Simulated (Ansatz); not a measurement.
**CH₇AlClNSi: up Jacob's ladder to CCSD(T)**

Aim: compute CH₇AlClNSi with functionals from several rungs and with coupled cluster. The yardstick is the atomisation energy at the CCSD(T) limit.

The runs use Ansatz 0.2.0, Gaussian basis; functionals in def2-TZVPP, the program's frozen cores in correlated methods.

Plan: PBE-D4, r2SCAN-D4, PBE0-D4, B3LYP-D4, ωB97X-V, ωB97M-V, B2PLYP; CCSD(T)/def2-TZVPP; MP2/def2-QZVPP; extrapolation to the limit.

### Step 1. The geometry

An earlier PBE0-D4 in a triple-zeta def2 set relaxation fixed the geometry.

SMILES `C[SiH](N)[AlH][Cl]`, 12 atoms, charge 0, spin multiplicity 1.

Atoms are counted from 1 here; the program's logs count them from 0.

Bond lengths: C1–Si2 1.873 Å, C1–H6 1.092 Å, C1–H7 1.094 Å, C1–H8 1.093 Å, Si2–N3 1.733 Å, Si2–Al4 2.455 Å, Si2–H9 1.504 Å, N3–H10 1.008 Å, N3–H11 1.009 Å, Al4–Cl5 2.112 Å, Al4–H12 1.587 Å. Angles: Si2–C1–H6 111.4°, Si2–C1–H7 110.6°, Si2–C1–H8 110.3°, H6–C1–H7 108.2°, H6–C1–H8 108.4°, H7–C1–H8 107.8°, C1–Si2–N3 108.7°, C1–Si2–Al4 112.3°, C1–Si2–H9 106.2°, N3–Si2–Al4 107.7°, N3–Si2–H9 114.0°, Al4–Si2–H9 108.1°, Si2–N3–H10 119.5°, Si2–N3–H11 119.2°, H10–N3–H11 110.0°, Si2–Al4–Cl5 116.7°, Si2–Al4–H12 128.1°, Cl5–Al4–H12 115.2°.

Coordinates:

```xyz
12
charge 0, multiplicity 1
C    -1.5226    0.7354    0.1314
Si   -0.1398   -0.4864   -0.1889
N     0.1922   -1.3469    1.2785
Al    1.9364    0.6206   -0.8886
Cl    1.7360    2.3080   -2.1430
H    -1.2582    1.4358    0.9260
H    -2.4372    0.2129    0.4263
H    -1.7419    1.3069   -0.7738
H    -0.6055   -1.3617   -1.3197
H     1.0480   -1.8718    1.3636
H    -0.5590   -1.8342    1.7442
H     3.4289    0.2261   -0.5218
```

### Step 2. PBE-D4 (GGA)

Input file in.yaml:

```yaml
crystal:
  periodic: [false, false, false]
  atoms:
    - {symbol: C, position_ang: [-1.522582, 0.735410, 0.131386]}
    - {symbol: Si, position_ang: [-0.139816, -0.486378, -0.188877]}
    - {symbol: N, position_ang: [0.192192, -1.346852, 1.278484]}
    - {symbol: Al, position_ang: [1.936383, 0.620600, -0.888618]}
    - {symbol: Cl, position_ang: [1.735995, 2.307992, -2.142964]}
    - {symbol: H, position_ang: [-1.258233, 1.435833, 0.926012]}
    - {symbol: H, position_ang: [-2.437233, 0.212895, 0.426265]}
    - {symbol: H, position_ang: [-1.741944, 1.306855, -0.773800]}
    - {symbol: H, position_ang: [-0.605485, -1.361688, -1.319747]}
    - {symbol: H, position_ang: [1.047987, -1.871772, 1.363557]}
    - {symbol: H, position_ang: [-0.559047, -1.834243, 1.744156]}
    - {symbol: H, position_ang: [3.428882, 0.226147, -0.521755]}
basis:
  gaussian: {orbitals: def2-TZVPP}
hamiltonian: {xc: pbe, dispersion: d4}
output: {forces: true, orbitals: {seedname: orbitals}}
```

The run is started by

```bash
$ ansatz run in.yaml --threads 4 --pin off --events-out ev --progress --plain --max-ram 10444MiB
```

After this run come: r2SCAN-D4 (meta-GGA); PBE0-D4 (hybrid); B3LYP-D4 (hybrid); ωB97X-V (range-separated); ωB97M-V (range-separated); B2PLYP (double hybrid); CCSD(T) in def2-TZVPP; MP2 in def2-QZVPP.

**Question.** What will the summary of the whole plan be? Wanted: atomisation energy, CCSD(T)/CBS; farthest; mean size of error, hybrid; mean size of error, range-separated; gap, smallest and largest; T1 diagnostic; triples share of the correlation energy.

As calculated:

| quantity | value |
| --- | --- |
| atomisation energy, CCSD(T)/CBS | 957.8 kcal/mol |
| functionals within 4.8 kcal/mol (0.5 %) | PBE-D4, r2SCAN-D4, B3LYP-D4, ωB97X-V, ωB97M-V |
| farthest | B2PLYP (-14.8 kcal/mol) |
| mean size of error, hybrid | 4.1 kcal/mol |
| mean size of error, range-separated | 2.9 kcal/mol |
| gap, smallest and largest | 3.37 eV (PBE-D4), 9.53 eV (ωB97X-V) |
| T1 diagnostic | 0.0101 |
| triples share of the correlation energy | 3.7 % |

In words: PBE-D4 is off by +4.1 kcal/mol. Double hybrids carry the basis error of their MP2 part in triple zeta, and no dispersion term here, so their miss is partly the set-up's. Misses under about 4.8 kcal/mol are within the doubt on the reference itself, which lacks core-valence correlation, relativity and higher excitations. Hartree-Fock recovers 74 % of the binding; the rest is correlation. Orbital gaps span 3.4 to 9.5 eV; exact exchange widens them.
